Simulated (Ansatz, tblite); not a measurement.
**(H2In-mu-Cl)2 (In₂H₄Cl₂): one state, many levels**

Aim: run the singlet of (H2In-mu-Cl)2 (In₂H₄Cl₂) at one geometry on many levels, and compare frontier levels, spin and run time.

The runs use Ansatz 0.2.0, Gaussian basis; as each input shows.

Levels to be run: GFN1-xTB, GFN2-xTB, PBE-D4/def2-TZVP, r2SCAN-D4/def2-TZVP, PBE-QIDH/def2-TZVP, HF/def2-TZVP, B3LYP-D4/def2-TZVP, LDA/def2-TZVP, revPBE-D4/def2-TZVP, r2SCANh-D4/def2-TZVP, B2PLYP/def2-TZVP, PBE-D4/def2-SVP, PBE0-D4/def2-SVP, CCSD(T)/def2-SVP, MP2/def2-TZVP, RPA/def2-TZVP.

1 further run of the same task is left out (set aside as unsound or not needed).

**1. The relaxed structure**

The singlet was relaxed beforehand with PBE0-D4/def2-SVP.

8 atoms, charge 0, spin multiplicity 1.

Bond lengths: In1–H2 1.707 Å, In1–H3 1.707 Å, In1–Cl4 2.579 Å, In1–Cl8 2.579 Å, Cl4–In5 2.579 Å, In5–H6 1.707 Å, In5–H7 1.707 Å, In5–Cl8 2.579 Å. Angles: H2–In1–H3 139.9°, H2–In1–Cl4 104.4°, H2–In1–Cl8 104.5°, H3–In1–Cl4 104.4°, H3–In1–Cl8 104.4°, Cl4–In1–Cl8 86.7°, In1–Cl4–In5 93.3°, Cl4–In5–H6 104.4°, Cl4–In5–H7 104.4°, Cl4–In5–Cl8 86.7°, H6–In5–H7 139.9°, H6–In5–Cl8 104.4°, H7–In5–Cl8 104.4°, In1–Cl8–In5 93.3°.

Geometry (Å):

```xyz
8
charge 0, multiplicity 1
In   -0.4665    0.6702   -1.6876
H     0.1292    2.2591   -1.8762
H    -1.3549   -0.5031   -2.5532
Cl    1.5087   -0.6398   -0.6711
In    0.4661   -0.6709    1.6874
H     1.3543    0.4964    2.5613
H    -0.1326   -2.2598    1.8663
Cl   -1.5043    0.6480    0.6732
```

In takes a core potential in the def2 sets. No spin-orbit coupling is included.

PBE0-D4/def2-TZVP was run before; its log isn't repeated, and its numbers join the tables.

**2. GFN1-xTB**

Tight binding, by tblite at 300 K electronic temperature and without a spin-polarisation term:

```python
tblite.interface.Calculator('GFN1-xTB', numbers, positions, charge=0, uhf=0).singlepoint()
```

Energy -376.7701 eV, HOMO -11.63 eV, LUMO -5.95 eV; 0.009 s.

**3. GFN2-xTB**

Tight binding, by tblite at 300 K electronic temperature and without a spin-polarisation term:

```python
tblite.interface.Calculator('GFN2-xTB', numbers, positions, charge=0, uhf=0).singlepoint()
```

Energy -372.2350 eV, HOMO -11.76 eV, LUMO -6.87 eV; 0.008 s.

**4. PBE-D4/def2-TZVP**

start.molden holds the orbitals of an earlier run on this state, given as this run's starting guess.

Contents of in.yaml:

```yaml
crystal:
  periodic: [false, false, false]
  atoms:
    - {symbol: In, position_ang: [-0.466515, 0.670218, -1.687608]}
    - {symbol: H, position_ang: [0.129199, 2.259099, -1.876227]}
    - {symbol: H, position_ang: [-1.354901, -0.503086, -2.553182]}
    - {symbol: Cl, position_ang: [1.508690, -0.639829, -0.671129]}
    - {symbol: In, position_ang: [0.466123, -0.670948, 1.687424]}
    - {symbol: H, position_ang: [1.354293, 0.496355, 2.561251]}
    - {symbol: H, position_ang: [-0.132626, -2.259845, 1.866328]}
    - {symbol: Cl, position_ang: [-1.504273, 0.648036, 0.673162]}
basis:
  gaussian: {orbitals: def2-TZVP, initial_orbitals: start.molden}
hamiltonian: {xc: pbe, dispersion: d4}
scf: {omitted_lower_state_checks: [starts]}
output: {forces: true, orbitals: {seedname: orbitals}}
```

On the command line:

```
$ ansatz run in.yaml --threads 4 --pin off --events-out ev --progress --plain --max-ram 3916MiB
```

Further steps of the session: r2SCAN-D4/def2-TZVP; PBE-QIDH/def2-TZVP; HF/def2-TZVP; B3LYP-D4/def2-TZVP; LDA/def2-TZVP; revPBE-D4/def2-TZVP; r2SCANh-D4/def2-TZVP; B2PLYP/def2-TZVP; PBE-D4/def2-SVP; PBE0-D4/def2-SVP; CCSD(T)/def2-SVP; MP2/def2-TZVP; RPA/def2-TZVP.

Before running them: what should the planned runs give, taken together? Wanted: gap in def2-TZVP, named functionals and Hartree-Fock, smallest and largest; correlation energy, CCSD(T)/def2-SVP; correlation energy, MP2/def2-TZVP; binding an atom, CCSD(T)/def2-SVP; PBE0 total energy, smallest basis above largest.

**Answer**, as computed:

```
                                                                  quantity                          value
gap in def2-TZVP, named functionals and Hartree-Fock, smallest and largest   4.87 eV (LDA), 12.47 eV (HF)
                                      correlation energy, CCSD(T)/def2-SVP                      -14.23 eV
                                         correlation energy, MP2/def2-TZVP                      -25.90 eV
                                         binding an atom, CCSD(T)/def2-SVP                       2.209 eV
                           PBE0 total energy, smallest basis above largest  8.94 eV (def2-SVP, def2-TZVP)
```

Orbital gaps of the named functionals and Hartree-Fock in def2-TZVP span 4.87 eV (LDA) to 12.47 eV (HF); exact exchange widens it. The functionals in def2-TZVP miss CCSD(T)/def2-SVP by +0.023 (revPBE-D4) to +0.433 eV (LDA) an atom. The yardstick is in a double-zeta basis, so levels in larger sets aren't compared like for like. The reference is CCSD(T) in one finite basis, so it carries an error of its own, often a tenth of an eV or more, and near misses can't be ranked.
